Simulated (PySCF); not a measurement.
# C3H6AlFS: the cost of one run

Computed with PySCF 2.14.0, with density-fitted response routines of our own, on a single molecule in the gas phase. Atoms count from 0, in the outputs and in this text.

## (1) The molecule as given

12 atoms, charge 0, multiplicity 1; geometry from: GFN2-xTB. The atoms were then displaced at random by about 0.01 Å, so the start is not that level's minimum.

Bonds of the start (Å): C0–Al1 1.97, Al1–S2 2.28, S2–C3 1.78, C3–C4 1.32, C4–F5 1.41, C0–H6 1.09, C0–H7 1.07, C0–H8 1.13, Al1–H9 1.54, C3–H10 1.04, C4–H11 1.09.

## (2) Optimising the geometry at PBE0-D3(BJ)/def2-SVP

The job: settings as JSON, then the geometry in Å.

```
{"job": {"xc": "PBE0", "basis": "def2-SVP", "d3": "d3bj", "grid": 1, "shake": 0.01, "kind": "geom"}, "charge": 0, "multiplicity": 1}
C     -2.273200    -0.531000     0.238810
Al    -0.676160     0.214900    -0.633180
S      0.964560    -1.251600    -1.234390
C      2.206070    -0.268040    -0.425580
C      1.888920     0.631060     0.492180
F      0.536200     0.833980     0.825370
H     -2.196560    -0.648910     1.318350
H     -2.563730    -1.475240    -0.181850
H     -3.150800     0.162960     0.095460
H     -0.436150     1.485860    -1.468640
H      3.191510    -0.462400    -0.681100
H      2.549050     1.280160     1.072260
```

On the command line:

```bash
> OMP_NUM_THREADS=1 python probes_run.py task.json out
```

The driver reads the jobs from task.json and runs them one after another.

**Question.** How long does this first job take on 1 thread of Arm Neoverse V1, shared host, and how much memory does it need?

About 2.1 min, with a peak of 0.52 GiB.
